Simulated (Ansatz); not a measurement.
# C2H3F (SMILES C=CF), step by step

We compute a series of 46 runs (MP2/aug-pcseg-0, UMP2/aug-pcseg-0, UHF/aug-pcseg-0, MP2/aug-pcseg-1, UMP2/aug-pcseg-1, UHF/aug-pcseg-1, MP2/aug-pcseg-2, UMP2/aug-pcseg-2, and more) of C2H3F and its partners. 

The calculation is run with Ansatz 0.2.0.

## (1) Starting point

The species is C2H3F (6 atoms), meant as a singlet with charge 0. As SMILES, `C=CF`. The shape is that of a PBE0-D4/def2-TZVP optimisation.

Bond lengths: C1–C2 1.316 Å, C2–F3 1.336 Å, C1–H4 1.082 Å, C1–H5 1.081 Å, C2–H6 1.084 Å. Angles: C1–C2–F3 122.3°, C1–C2–H6 125.7°, F3–C2–H6 112.0°, C2–C1–H4 121.6°, C2–C1–H5 119.2°, H4–C1–H5 119.2°.

## (2) The energy at MP2/aug-pcseg-0 (run 1)

The input, input.yaml:

```yaml
basis:
  gaussian: {orbitals: aug-pcseg-0.json}
crystal:
  periodic: [false, false, false]
  atoms:
    - {symbol: C, position_ang: [-0.536200, 0.076400, -0.442800]}
    - {symbol: C, position_ang: [0.490000, -0.016300, 0.376600]}
    - {symbol: F, position_ang: [0.966200, -1.192400, 0.795500]}
    - {symbol: H, position_ang: [-1.043900, -0.803300, -0.816600]}
    - {symbol: H, position_ang: [-0.880200, 1.054100, -0.749700]}
    - {symbol: H, position_ang: [1.046100, 0.817400, 0.790700]}
correlation: {method: mp2, frozen_orbitals: {C: 1, F: 1, H: 0}}
```

The basis set aug-pcseg-0 is read from a file made from the Basis Set Exchange's data (not shown).

Run with:

```
ansatz run input.yaml --threads 1 --pin off --max-ram 3480MiB --events-out events.jsonl --progress --plain --runs-dir runs
```

The log of the run:

```text
Warning: RAYON_NUM_THREADS=1 ignored (pool sized by the plan → 1); use --threads N
Functional definition: HF
  name "HF"
  exchange = exact_x
  correlation = 0
622 factors; integrals over basis functions are off by at most 4.6e-4 eV
mean field evaluation 1: about -4797.9237 eV, gradient 2.7e1 eV
mean field evaluation 2: about -4797.9237 eV, gradient 2.7e1 eV
mean field evaluation 4: about -4799.7336 eV, gradient 2.4e0 eV
mean field evaluation 8: about -4799.7578 eV, gradient 2.9e-4 eV
mean field -4799.75781579 eV, -176.3878463377 hartree, gradient 1.0e-6 eV, S^2 0.000000; 0 other end points of the search recorded, 0 dependent functions left out
3 core orbitals not correlated: weight in the atoms' cores, before any rotation towards them, 1.000 or more for the frozen orbitals, at most 0.000 for the correlated occupied ones
reference -4799.75781579 eV, -176.3878463377 hartree; 9, 9 occupied and 36, 36 virtual orbitals, 622 factors
second order -8.49346958 eV of doubles, -0.00000000 eV of singles
Total energy: -4808.25128538 eV, -176.6999755878 hartree
```

Wall time 0.28 s (1 thread of Arm Neoverse V1, shared host).

## (3) The C atom: the energy at UMP2/aug-pcseg-0 (run 2)

The input, job.yaml:

```yaml
crystal:
  periodic: [false, false, false]
  atoms:
    - symbol: C
      position_ang: [0.000000, 0.000000, 0.000000]
basis:
  gaussian: {orbitals: aug-pcseg-0.json}
magnetization: {spin_polarized: true, initial_magnetization: 2}
correlation: {method: mp2, frozen_orbitals: {C: 1}}
```

The basis set aug-pcseg-0 is read from a file made from the Basis Set Exchange's data (not shown).

Run with:

```
ansatz run job.yaml --threads 1 --pin off --max-ram 3480MiB --events-out events.jsonl --progress --plain --runs-dir runs
```

The log of the run:

```text
Warning: RAYON_NUM_THREADS=1 ignored (pool sized by the plan → 1); use --threads N
[... 4 set-up lines as earlier in the session ...]
51 factors; integrals over basis functions are off by at most 1.9e-4 eV
mean field evaluation 1: about -1022.6418 eV, gradient 4.6e0 eV
mean field evaluation 2: about -1022.6460 eV, gradient 4.6e0 eV
mean field evaluation 4: about -1022.9084 eV, gradient 3.2e-1 eV
mean field evaluation 8: about -1022.9074 eV, gradient 1.7e-3 eV
mean field evaluation 16: about -1022.9073 eV, gradient 6.3e-2 eV
mean field evaluation 32: about -1022.9074 eV, gradient 1.4e-3 eV
mean field -1022.90736287 eV, -37.5911522339 hartree, gradient 1.4e-6 eV, S^2 2.003760; 3 other end points of the search recorded, 0 dependent functions left out
1 core orbitals not correlated: weight in the atoms' cores, before any rotation towards them, 1.000 or more for the frozen orbitals, at most 0.000 for the correlated occupied ones
reference -1022.90736287 eV, -37.5911522339 hartree; 3, 1 occupied and 9, 11 virtual orbitals, 51 factors
second order -0.70112538 eV of doubles, -0.00000000 eV of singles
Total energy: -1023.60848825 eV, -37.6169181164 hartree
```

Wall time 0.06 s (1 thread of Arm Neoverse V1, shared host).

Runs 3 to 8 aren't shown in full; the table further down has their settings and results.

## (4) A single-point energy at MP2/aug-pcseg-2 (run 9)

The input, in.yaml:

```yaml
crystal:
  periodic: [false, false, false]
  atoms:
    - {symbol: C, position_ang: [-0.536200, 0.076400, -0.442800]}
    - {symbol: C, position_ang: [0.490000, -0.016300, 0.376600]}
    - {symbol: F, position_ang: [0.966200, -1.192400, 0.795500]}
    - {symbol: H, position_ang: [-1.043900, -0.803300, -0.816600]}
    - {symbol: H, position_ang: [-0.880200, 1.054100, -0.749700]}
    - {symbol: H, position_ang: [1.046100, 0.817400, 0.790700]}
basis:
  gaussian:
    orbitals: aug-pcseg-2
total_charge: 0
correlation:
  method: mp2
  frozen_orbitals: {C: 1, F: 1, H: 0}
```

Run with:

```
ansatz run in.yaml --threads 1 --pin off --max-ram 3480MiB --events-out events.jsonl --progress --plain --runs-dir runs
```

The log of the run:

```text
Warning: RAYON_NUM_THREADS=1 ignored (pool sized by the plan → 1); use --threads N
[... 4 set-up lines as earlier in the session ...]
1282 factors; integrals over basis functions are off by at most 6.5e-4 eV
mean field evaluation 1: about -4813.1678 eV, gradient 2.9e1 eV
mean field evaluation 2: about -4813.1691 eV, gradient 2.9e1 eV
mean field evaluation 4: about -4815.1463 eV, gradient 2.8e0 eV
mean field evaluation 8: about -4815.1765 eV, gradient 3.7e-4 eV
mean field -4815.17647952 eV, -176.9544717785 hartree, gradient 2.0e-6 eV, S^2 0.000000; 0 other end points of the search recorded, 0 dependent functions left out
3 core orbitals not correlated: weight in the atoms' cores, before any rotation towards them, 1.000 or more for the frozen orbitals, at most 0.000 for the correlated occupied ones
reference -4815.17647952 eV, -176.9544717785 hartree; 9, 9 occupied and 195, 195 virtual orbitals, 1282 factors
second order -15.46377073 eV of doubles, -0.00000000 eV of singles
Total energy: -4830.64025025 eV, -177.5227548710 hartree
```

Wall time 6.6 s (1 thread of Arm Neoverse V1, shared host); peak memory 0.42 GiB.

Runs 10 to 45 aren't shown in full; the table further down has their settings and results.

## (5) The H atom: a single-point energy at UB97M-V/jorge-QZP (run 46)

The input, input.yaml:

```yaml
crystal:
  periodic: [false, false, false]
  atoms:
    - {symbol: H, position_ang: [0.000000, 0.000000, 0.000000]}
basis:
  gaussian:
    orbitals: jorge-QZP.json
magnetization:
  spin_polarized: true
  initial_magnetization: 1
hamiltonian:
  xc: {name: B97M-V}
```

The basis set jorge-QZP is read from a file made from the Basis Set Exchange's data (not shown).

Run the same way, it converges to -0.50079 Eh (log not shown).

## (6) Overview of the runs

```
run                                  level  frozen core orbitals  partner  energy (Eh)  wall time
  1                        MP2/aug-pcseg-0                     3     base  -176.699976     0.28 s
  2                       UMP2/aug-pcseg-0                     1    atoms   -37.616918     0.06 s
  3                       UMP2/aug-pcseg-0                     1    atoms   -99.191040     0.06 s
  4                        UHF/aug-pcseg-0                     –    atoms    -0.496357     0.04 s
  5                        MP2/aug-pcseg-1                     3     base  -177.311749      1.1 s
  6                       UMP2/aug-pcseg-1                     1    atoms   -37.724980     0.08 s
  7                       UMP2/aug-pcseg-1                     1    atoms   -99.482288      0.1 s
  8                        UHF/aug-pcseg-1                     –    atoms    -0.498650     0.04 s
  9                        MP2/aug-pcseg-2                     3     base  -177.522755      6.6 s
 10                       UMP2/aug-pcseg-2                     1    atoms   -37.754385      0.2 s
 11                       UMP2/aug-pcseg-2                     1    atoms   -99.598915     0.22 s
 12                        UHF/aug-pcseg-2                     –    atoms    -0.499884     0.04 s
 13                        MP2/aug-pcseg-3                     3     base  -177.582326       62 s
 14                       UMP2/aug-pcseg-3                     1    atoms   -37.762811     0.78 s
 15                       UMP2/aug-pcseg-3                     1    atoms   -99.630691     0.89 s
 16                        UHF/aug-pcseg-3                     –    atoms    -0.499986     0.06 s
 17                          B97M-V/STO-3G                     –     base  -175.427773      2.2 s
 18                         UB97M-V/STO-3G                     –   cation  -175.116479        3 s
 19                           B97M-V/3-21G                     –     base  -176.818871      2.8 s
 20                          UB97M-V/3-21G                     –   cation  -176.440180      4.5 s
 21                           B97M-V/6-31G                     –     base  -177.741724      2.5 s
 22                          UB97M-V/6-31G                     –   cation  -177.360863      4.5 s
 23    B97M-V/6-31G* (spherical functions)                     –     base  -177.777504      4.2 s
 24   UB97M-V/6-31G* (spherical functions)                     –   cation  -177.404761        6 s
 25   B97M-V/6-31G** (spherical functions)                     –     base  -177.784132      4.5 s
 26  UB97M-V/6-31G** (spherical functions)                     –   cation  -177.410692      7.5 s
 27                        B97M-V/6-311G**                     –     base  -177.835401      4.2 s
 28                       UB97M-V/6-311G**                     –   cation  -177.456345      7.5 s
 29                       B97M-V/6-311+G**                     –     base  -177.841655      5.7 s
 30                      UB97M-V/6-311+G**                     –   cation  -177.458530      7.5 s
 31                 B97M-V/6-311++G(2d,2p)                     –     base  -177.847459      6.9 s
 32                UB97M-V/6-311++G(2d,2p)                     –   cation  -177.465508       11 s
 33               B97M-V/6-311++G(3df,3pd)                     –     base  -177.855099      9.9 s
 34              UB97M-V/6-311++G(3df,3pd)                     –   cation  -177.473457       17 s
 35                       B97M-V/jorge-DZP                     –     base  -177.822492      4.2 s
 36                      UB97M-V/jorge-DZP                     –    atoms   -37.854899      1.1 s
 37                      UB97M-V/jorge-DZP                     –    atoms   -99.715891     0.46 s
 38                      UB97M-V/jorge-DZP                     –    atoms    -0.498698     0.16 s
 39                       B97M-V/jorge-TZP                     –     base  -177.858901      7.8 s
 40                      UB97M-V/jorge-TZP                     –    atoms   -37.856694      1.1 s
 41                      UB97M-V/jorge-TZP                     –    atoms   -99.728879     0.56 s
 42                      UB97M-V/jorge-TZP                     –    atoms    -0.500113     0.18 s
 43                       B97M-V/jorge-QZP                     –     base  -177.871820       18 s
 44                      UB97M-V/jorge-QZP                     –    atoms   -37.859811      1.3 s
 45                      UB97M-V/jorge-QZP                     –    atoms   -99.735030     0.91 s
 46                      UB97M-V/jorge-QZP                     –    atoms    -0.500786      0.2 s
```

Convergence of the total energy of singlet C2H3F with the basis set, against the last point:

```
  basis set  from the last (mEh)  wall time
aug-pcseg-0             +882.350     0.28 s
aug-pcseg-1             +270.577      1.1 s
aug-pcseg-2              +59.571      6.6 s
aug-pcseg-3               +0.000       62 s
```

Convergence of the correlation energy (3 core orbitals frozen) of singlet C2H3F with the basis set, against the last point:

```
  basis set  from the last (mEh)  wall time
aug-pcseg-0             +301.431     0.28 s
aug-pcseg-1             +147.430      1.1 s
aug-pcseg-2              +45.277      6.6 s
aug-pcseg-3               +0.000       62 s
```

## (7) What came out

```
                                                                    quantity        value
                                                H atom, run 46: total energy  -0.50079 Eh
                                                        H atom, run 46: ⟨S²⟩        0.750
                             electronic atomisation energy, B97M-V/jorge-DZP    24.510 eV
                             electronic atomisation energy, B97M-V/jorge-QZP    24.893 eV
           vertical ionisation energy (to the doublet cation), B97M-V/STO-3G     8.471 eV
            vertical ionisation energy (to the doublet cation), B97M-V/6-31G    10.364 eV
           vertical ionisation energy (to the doublet cation), B97M-V/6-31G*    10.143 eV
          vertical ionisation energy (to the doublet cation), B97M-V/6-31G**    10.162 eV
        vertical ionisation energy (to the doublet cation), B97M-V/6-311+G**    10.425 eV
vertical ionisation energy (to the doublet cation), B97M-V/6-311++G(3df,3pd)    10.385 eV
```

In words: At B97M-V/jorge-DZP: taking the molecule apart into free atoms costs 24.51 eV (565 kcal/mol), before zero-point energy and without spin-orbit coupling. At B97M-V/jorge-QZP: taking the molecule apart into free atoms costs 24.89 eV (2402 kJ/mol), before zero-point energy and without spin-orbit coupling. At B97M-V/STO-3G: removing an electron at fixed nuclei costs 8.47 eV (195 kcal/mol). −ε(HOMO) before ionisation, 3.82 eV, is 4.65 eV below this ionisation energy. In a minimal basis such a difference can be off by several eV, whatever the method. At B97M-V/6-31G: the vertical ionisation energy comes to 10.36 eV (239 kcal/mol). In runs 17, 18 the basis is minimal, so the values are rough. All runs together took 3.7 min, the longest 62 s.
